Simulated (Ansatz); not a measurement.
Br2GeH3N, SMILES [NH2][GeH]([Br])[Br]: an atomisation energy, run with Ansatz 0.2.0, Python API.

`run_tae.py`:
```python
# -*- coding: utf-8 -*-
"""Atomisation energy of Br2GeH3N at the given geometry."""

from collections import Counter

import ansatz as az


def energy_of(molecule, charge=0, unpaired=0):
    calc = (
        molecule.calculation()
        .basis(gaussian="cc-pVDZ")
        .functional("b3lyp")
    )
    if charge:
        calc = calc.charge(charge)
    if unpaired:
        calc = calc.spin("collinear", total=unpaired)
    return calc.run(threads=1, backend="cpu").report["free_energy_ev"]

GEOMETRY = """
N    -0.26230    1.16550    0.33200
Ge    0.43300   -0.43880   -0.13470
Br    1.03930   -1.55740    1.78950
Br   -1.05870   -1.69800   -1.29310
H    -1.16770    0.99920    0.86070
H    -0.62900    1.66750   -0.57260
H     1.70660   -0.20600   -1.02750
"""

br2geh3n = az.Crystal.molecule()
for line in GEOMETRY.strip().splitlines():
    symbol, *xyz = line.split()
    br2geh3n = br2geh3n.atom(symbol, [float(v) for v in xyz])

# unpaired electrons of the ground-state atoms
unpaired = {"N": 3, "Ge": 2, "Br": 1, "H": 1}
counts = Counter(site.symbol for site in br2geh3n.cartesian_sites)
atom_energy = {s: energy_of(az.Crystal.molecule().atom(s, (0, 0, 0)), 0, unpaired[s]) for s in counts}
whole = energy_of(br2geh3n, 0, 0)
for s, e in atom_energy.items():
    print(f"{s:2s} x{counts[s]}  {e:14.5f} eV")
print(f"Br2GeH3N: {whole:.5f} eV")
split = sum(counts[s] * e for s, e in atom_energy.items()) - whole
print(f"atomisation energy (no zero-point term): {split:.3f} eV, {split / sum(counts.values()):.3f} eV an atom")
```

What does it cost to take this molecule apart into atoms?

19.651 eV from the electronic energies, without the zero-point term.

The run itself:

```console
$ python run_tae.py
N  x1     -1485.44608 eV
Ge x1    -56516.33989 eV
Br x2    -70045.17852 eV
H  x3       -13.63992 eV
Br2GeH3N: -198152.71407 eV
atomisation energy (no zero-point term): 19.651 eV, 2.807 eV an atom
```

Total energies depend on the basis set; only differences at equal settings carry meaning. The geometry is a force-field or estimated start, not a minimum of this method, and the basis set is short of its limit. All parts are taken at fixed geometry, without zero-point energy. b3lyp holds the VWN-RPA fit, as in Gaussian; the form of ORCA and Turbomole is b3lyp5. The spin-orbit lowering of heavy atoms is left out. Run time: 5 s on 1 thread of Intel(R) Xeon(R) Processor @ 2.30GHz (shared host), peak memory 0.43 GiB.
